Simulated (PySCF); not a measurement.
# C2H7GePSi: the cost of one run

Programs: PySCF 2.14.0, with density-fitted response routines of our own. Each step states its level of theory. These are calculated values for one molecule in the gas phase, unless marked as measured. Atoms count from 0, in the outputs and in this text.

## 1. The molecule as given

12 atoms, charge 0, multiplicity 1; geometry from: PBE0-D3(BJ)/def2-SVP.

Bonds of the start (Å): P0–Si1 2.26, Si1–C2 1.83, C2–C3 1.22, C3–Ge4 1.90, P0–H5 1.43, P0–H6 1.43, Si1–H7 1.49, Si1–H8 1.49, Ge4–H9 1.54, Ge4–H10 1.54, Ge4–H11 1.54.

## 2. NMR shieldings: PBE0/6-31G*

Job settings and geometry (Å):

```
{"job": {"kind": "nmr", "xc": "PBE0", "basis": "6-31G*", "pop": true}, "charge": 0, "multiplicity": 1}
P     -3.137997     0.610491     0.760941
Si    -1.887858    -0.594855    -0.691719
C     -0.089675    -0.361527    -0.422279
C      1.101418    -0.172752    -0.207506
Ge     2.954299     0.117942     0.114941
H     -2.361085     0.197869     1.887665
H     -2.369368     1.797145     0.553390
H     -2.230701    -2.036838    -0.522187
H     -2.238481    -0.166997    -2.077156
H      3.557040    -1.162659     0.709405
H      3.103510     1.284301     1.102492
H      3.637786     0.458777    -1.216882
```

Method: GIAO PBE0/6-31G* NMR shielding, non-relativistic, gas phase.

On the command line:

```
> OMP_NUM_THREADS=1 python probes_run.py task.json out
```

The driver reads the jobs from task.json and runs them one after another.

**Question.** How long does this first job take on 1 thread of Arm Neoverse V2, shared host, and how much memory does it need?

About 11 s, with a peak of 0.61 GiB.
